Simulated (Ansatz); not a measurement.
**CH₇BOSi: small, medium and large basis sets**

Aim: see how fast density functionals converge with the basis set for CH₇BOSi.

Program: Ansatz 0.2.0, Gaussian basis. Level of theory: one geometry, several basis sets. These are calculated values, not measurements.

Plan: PBE0-D4/def2-SVP; ωB97M-V/def2-SVP; PBE0-D4/def2-QZVPP; ωB97M-V/def2-QZVPP; the functionals' def2-TZVPP values are taken from earlier runs.

## 1. Structure used throughout

An earlier PBE0-D4 in a triple-zeta def2 set relaxation fixed the geometry.

SMILES `B[SiH2]OC`, 11 atoms, charge 0, spin multiplicity 1.

Atoms are counted from 1 here; the program's logs count them from 0.

Bond lengths: B1–Si2 1.999 Å, B1–H5 1.195 Å, B1–H6 1.197 Å, Si2–O3 1.648 Å, Si2–H7 1.498 Å, Si2–H8 1.498 Å, O3–C4 1.407 Å, C4–H9 1.097 Å, C4–H10 1.097 Å, C4–H11 1.092 Å. Angles: Si2–B1–H5 123.5°, Si2–B1–H6 118.8°, H5–B1–H6 117.7°, B1–Si2–O3 111.2°, B1–Si2–H7 109.9°, B1–Si2–H8 109.8°, O3–Si2–H7 109.9°, O3–Si2–H8 110.0°, H7–Si2–H8 105.9°, Si2–O3–C4 122.1°, O3–C4–H9 111.5°, O3–C4–H10 111.5°, O3–C4–H11 108.4°, H9–C4–H10 108.4°, H9–C4–H11 108.5°, H10–C4–H11 108.5°.

## 2. PBE0-D4 in def2-SVP

Input file in.yaml:

```yaml
crystal:
  periodic: [false, false, false]
  atoms:
    - {symbol: B, position_ang: [-1.709346, 1.465805, -0.828296]}
    - {symbol: Si, position_ang: [-0.630270, 0.228226, 0.312262]}
    - {symbol: O, position_ang: [0.753682, -0.235757, -0.453759]}
    - {symbol: C, position_ang: [1.684156, -1.105786, 0.144204]}
    - {symbol: H, position_ang: [-1.379159, 1.807834, -1.924160]}
    - {symbol: H, position_ang: [-2.743411, 1.890395, -0.400223]}
    - {symbol: H, position_ang: [-0.295733, 0.894352, 1.611981]}
    - {symbol: H, position_ang: [-1.447497, -0.976566, 0.667053]}
    - {symbol: H, position_ang: [2.082839, -0.688948, 1.077090]}
    - {symbol: H, position_ang: [1.236893, -2.082631, 0.364690]}
    - {symbol: H, position_ang: [2.513145, -1.253923, -0.550240]}
basis:
  gaussian: {orbitals: def2-SVP}
hamiltonian: {xc: pbe0, dispersion: d4}
output: {orbitals: {seedname: orbitals}}
```

Command:

```bash
$ ansatz run in.yaml --threads 2 --pin off --events-out ev --progress --plain --max-ram 4352MiB
```

What it wrote:

```text
Functional definition: PBE0
  name "PBE0"
  cite "Adamo & Barone, J. Chem. Phys. 110, 6158 (1999) doi:10.1063/1.478522"
  cite "Perdew, Burke & Ernzerhof, Phys. Rev. Lett. 77, 3865 (1996) doi:10.1103/PhysRevLett.77.3865"
  parent pbe
  parameter a = 0.25
  parameter kappa = 0.804
  parameter beta = 0.06672455060314922
  exchange = (1 - a)*pbe_x(kappa = kappa, mu = beta*pi^2/3) + a*exact_x
  correlation = pbe_c(beta = beta)
1057 factors; their error is unknown
mean field evaluation 1: about -11734.2929 eV, gradient 4.1e1 eV
mean field evaluation 2: about -11730.6512 eV, gradient 6.1e1 eV
mean field evaluation 4: about -11737.9027 eV, gradient 2.2e0 eV
mean field evaluation 8: about -11737.9576 eV, gradient 1.9e-2 eV
mean field -11737.95764267 eV, -431.3619870946 hartree, gradient 3.7e-5 eV, S^2 0.000000; 0 other end points of the search recorded, 0 dependent functions left out
reference -11737.95767218 eV, -431.3619881790 hartree; 20, 20 occupied and 75, 75 virtual orbitals, 1057 factors
Total energy: -11738.11107669 eV, -431.3676256911 hartree
```

Run time: 1 s. Hardware: 2 threads of Arm Neoverse V2, shared host.

## 3. ωB97M-V in def2-SVP

in.yaml: that of step 2 with these lines changed.

```diff
@@ -16,3 +16,3 @@
   gaussian: {orbitals: def2-SVP}
-hamiltonian: {xc: pbe0, dispersion: d4}
+hamiltonian: {xc: {name: wB97M-V}}
 output: {orbitals: {seedname: orbitals}}
```

Launched as before.

What it wrote:

```text
Functional definition: wB97M-V
  name "wB97M-V"
  cite "Mardirossian & Head-Gordon, J. Chem. Phys. 144, 214110 (2016) doi:10.1063/1.4952647"
  cite "Becke, J. Chem. Phys. 107, 8554 (1997) doi:10.1063/1.475007"
  cite "Vydrov & Van Voorhis, J. Chem. Phys. 133, 244103 (2010) doi:10.1063/1.3521275"
  # Of w^i u^j: cxij and so on, Table III.
  parameter omega = 0.3/bohr
  parameter cx = 0.15
  parameter cx01 = 1.007
  parameter cx10 = 0.259
  parameter css00 = 0.443
  parameter css04 = -1.437
  parameter css10 = -4.535
  parameter css20 = -3.390
  parameter css43 = 4.278
  parameter cos00 = 1.000
  parameter cos10 = 1.358
  parameter cos20 = 2.924
  parameter cos21 = -8.812
  parameter cos60 = -1.390
  parameter cos61 = 9.142
  parameter b = 6.0
  parameter c = 0.01
  gx(w, u) = 1 - cx + cx01*u + cx10*w
  gss(w, u) = css00 + css04*u^4 + css10*w + css20*w^2 + css43*w^4*u^3
  gos(w, u) = cos00 + cos10*w + (cos20 + cos21*u)*w^2 + (cos60 + cos61*u)*w^6
  exchange = spin_sum(e_x_unif_sr(omega)*gx(b97_w, b97_u_x)) + cx*exact_x_sr(omega) + exact_x_lr(omega)
  correlation = spin_sum(e_c_pw_mod_same_spin*gss(b97_w, b97_u_same))
      + integral(e_c_pw_mod_opposite_spin*gos(b97_w_opposite, b97_u_opposite)) + vv10(b, c)
1057 factors; their error is unknown
310 factors; integrals over basis functions are off by at most 1.1e-5 eV
mean field evaluation 1: about -11740.6480 eV, gradient 3.5e1 eV
mean field evaluation 2: about -11740.6613 eV, gradient 3.8e1 eV
mean field evaluation 4: about -11743.1835 eV, gradient 1.2e0 eV
mean field evaluation 8: about -11743.2004 eV, gradient 1.4e-1 eV
mean field -11743.20044810 eV, -431.5546566404 hartree, gradient 4.8e-5 eV, S^2 0.000000; 0 other end points of the search recorded, 0 dependent functions left out
reference -11743.20049467 eV, -431.5546583519 hartree; 20, 20 occupied and 75, 75 virtual orbitals, 1057 factors
Total energy: -11743.20049467 eV, -431.5546583519 hartree
```

Run time: 4.5 s. Hardware: 2 threads of Arm Neoverse V2, shared host.

## 4. PBE0-D4 in def2-QZVPP

in.yaml: that of step 3 with these lines changed.

```diff
@@ -15,4 +15,4 @@
 basis:
-  gaussian: {orbitals: def2-SVP}
-hamiltonian: {xc: {name: wB97M-V}}
+  gaussian: {orbitals: "def2-QZVPP.json"}
+hamiltonian: {xc: pbe0, dispersion: d4}
 output: {orbitals: {seedname: orbitals}}
```

Launched as before.

What it wrote:

```text
Functional definition: PBE0
  name "PBE0"
  cite "Adamo & Barone, J. Chem. Phys. 110, 6158 (1999) doi:10.1063/1.478522"
  cite "Perdew, Burke & Ernzerhof, Phys. Rev. Lett. 77, 3865 (1996) doi:10.1103/PhysRevLett.77.3865"
  parent pbe
  parameter a = 0.25
  parameter kappa = 0.804
  parameter beta = 0.06672455060314922
  exchange = (1 - a)*pbe_x(kappa = kappa, mu = beta*pi^2/3) + a*exact_x
  correlation = pbe_c(beta = beta)
1373 factors; their error is unknown
mean field evaluation 1: about -11740.3558 eV, gradient 5.2e1 eV
mean field evaluation 2: about -11733.7330 eV, gradient 8.0e1 eV
mean field evaluation 4: about -11745.8216 eV, gradient 3.6e0 eV
mean field evaluation 8: about -11745.8464 eV, gradient 3.3e-2 eV
mean field evaluation 16: about -11745.8497 eV, gradient 3.6e-5 eV
mean field -11745.84965472 eV, -431.6520131881 hartree, gradient 3.6e-5 eV, S^2 0.000000; 0 other end points of the search recorded, 0 dependent functions left out
reference -11745.84970062 eV, -431.6520148750 hartree; 20, 20 occupied and 431, 431 virtual orbitals, 1373 factors
Total energy: -11746.00310514 eV, -431.6576523870 hartree
```

Wall time 8.5 s (2 threads of Arm Neoverse V2, shared host); peak memory 1.2 GiB.

## 5. ωB97M-V in def2-QZVPP

in.yaml: that of step 4 with these lines changed.

```diff
@@ -16,3 +16,3 @@
   gaussian: {orbitals: "def2-QZVPP.json"}
-hamiltonian: {xc: pbe0, dispersion: d4}
+hamiltonian: {xc: {name: wB97M-V}}
 output: {orbitals: {seedname: orbitals}}
```

Launched as before.

What it wrote:

```text
Functional definition: wB97M-V
  name "wB97M-V"
  cite "Mardirossian & Head-Gordon, J. Chem. Phys. 144, 214110 (2016) doi:10.1063/1.4952647"
  cite "Becke, J. Chem. Phys. 107, 8554 (1997) doi:10.1063/1.475007"
  cite "Vydrov & Van Voorhis, J. Chem. Phys. 133, 244103 (2010) doi:10.1063/1.3521275"
  # Of w^i u^j: cxij and so on, Table III.
  parameter omega = 0.3/bohr
  parameter cx = 0.15
  parameter cx01 = 1.007
  parameter cx10 = 0.259
  parameter css00 = 0.443
  parameter css04 = -1.437
  parameter css10 = -4.535
  parameter css20 = -3.390
  parameter css43 = 4.278
  parameter cos00 = 1.000
  parameter cos10 = 1.358
  parameter cos20 = 2.924
  parameter cos21 = -8.812
  parameter cos60 = -1.390
  parameter cos61 = 9.142
  parameter b = 6.0
  parameter c = 0.01
  gx(w, u) = 1 - cx + cx01*u + cx10*w
  gss(w, u) = css00 + css04*u^4 + css10*w + css20*w^2 + css43*w^4*u^3
  gos(w, u) = cos00 + cos10*w + (cos20 + cos21*u)*w^2 + (cos60 + cos61*u)*w^6
  exchange = spin_sum(e_x_unif_sr(omega)*gx(b97_w, b97_u_x)) + cx*exact_x_sr(omega) + exact_x_lr(omega)
  correlation = spin_sum(e_c_pw_mod_same_spin*gss(b97_w, b97_u_same))
      + integral(e_c_pw_mod_opposite_spin*gos(b97_w_opposite, b97_u_opposite)) + vv10(b, c)
1353 factors; their error is unknown
388 factors; integrals over basis functions are off by at most 9.6e-6 eV
mean field evaluation 1: about -11747.4795 eV, gradient 4.5e1 eV
mean field evaluation 2: about -11747.2649 eV, gradient 5.0e1 eV
mean field evaluation 4: about -11751.2891 eV, gradient 1.8e0 eV
mean field evaluation 8: about -11751.3072 eV, gradient 8.0e-2 eV
mean field evaluation 16: about -11751.3048 eV, gradient 3.6e-5 eV
mean field -11751.30484129 eV, -431.8524875968 hartree, gradient 3.6e-5 eV, S^2 0.000000; 0 other end points of the search recorded, 0 dependent functions left out
reference -11751.30491543 eV, -431.8524903215 hartree; 20, 20 occupied and 431, 431 virtual orbitals, 1353 factors
Total energy: -11751.30491543 eV, -431.8524903215 hartree
```

Wall time 21 s (2 threads of Arm Neoverse V2, shared host); peak memory 1.5 GiB.

## 6. Functionals by basis

The def2-TZVPP values come from earlier runs at the same geometry.

| functional | basis | functions | energy (eV) | from the largest (eV) | HOMO (eV) | LUMO (eV) |
| --- | --- | --- | --- | --- | --- | --- |
| PBE0-D4 | def2-SVP | 95 | -11738.1111 | 7.892 | -7.93 | -2.35 |
| PBE0-D4 | def2-TZVPP | 233 | -11745.4955 | 0.508 | -8.07 | -2.41 |
| PBE0-D4 | def2-QZVPP | 451 | -11746.0031 | 0.000 | -8.10 | -2.42 |
| ωB97M-V | def2-SVP | 95 | -11743.2005 | 8.104 | -10.26 | -0.27 |
| ωB97M-V | def2-TZVPP | 233 | -11750.8252 | 0.480 | -10.41 | -0.43 |
| ωB97M-V | def2-QZVPP | 451 | -11751.3049 | 0.000 | -10.42 | -0.48 |

## 7. Summary of results

```
                                       quantity          value
PBE0-D4: double and triple zeta above quadruple  7.89, 0.51 eV
ωB97M-V: double and triple zeta above quadruple  8.10, 0.48 eV
```

For PBE0-D4 the step from double to triple zeta gains 7.38 eV and the next only 0.51 eV. These are total energies; as a rule much of such shifts cancels in differences, which this series doesn't test.

For PBE0-D4 the largest set took about 9 times as long as the smallest (8.5 s against 1 s).
